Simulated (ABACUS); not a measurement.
NiMoIrPdW:

```
Ir W Pd Mo Ni
1.0
     9.90777    0.00000    0.00000
     9.14997    3.80024    0.00000
    -9.52887   -1.90012    1.93753
Ir W Pd Mo Ni
1 1 1 1 1
Cartesian
  7.6124 1.5180 0.0000
  18.9748 3.7837 0.0000
  15.1147 3.0140 0.0000
  11.6104 2.3152 0.0000
  3.7852 0.7548 0.0000
```

The cell was built by a generator and needn't be a form met in nature.

Base run:

- Program: ABACUS 3.10.1
- Functional: PBE
- Potentials or basis: SPMS ONCV 1.0 PBE
- Cutoff: 1361 eV
- Density cutoff: 5442 eV
- Basis: DZP LCAO (the cutoffs set its grid)
- k mesh: 10 × 10 × 10
- Occupations: fermi-dirac, width 0.05 eV
- Spin: collinear spin, ferromagnetic start
- Starting moments: [0.6, 0.0, 0.0, 1.0, 1.0] μB

Its results: band gap on the k mesh none (metal or under the smearing width); pressure 0.6 GPa; net moment 0.00 μB per cell; largest force 0.107 eV/Å.

Q: The run is repeated on the same cell with these changes: potentials or basis from SPMS ONCV 1.0 PBE to PseudoDojo NC FR 0.4 PBE standard; k mesh from 10 × 10 × 10 to 8 × 8 × 8. What comes out?

A: Band gap on the k mesh none (metal or under the smearing width); pressure -0.7 GPa; net moment 0.00 μB per cell; largest force 0.200 eV/Å.

Caveats: some runs use coarse meshes; the atomic orbitals were generated for these runs and aren't a published set; the basis of atomic orbitals isn't converged, which shifts pressures, moduli and gaps; this set's palladium file may shift the pressure by some GPa (some runs).

Not every run made on this cell is shown here.
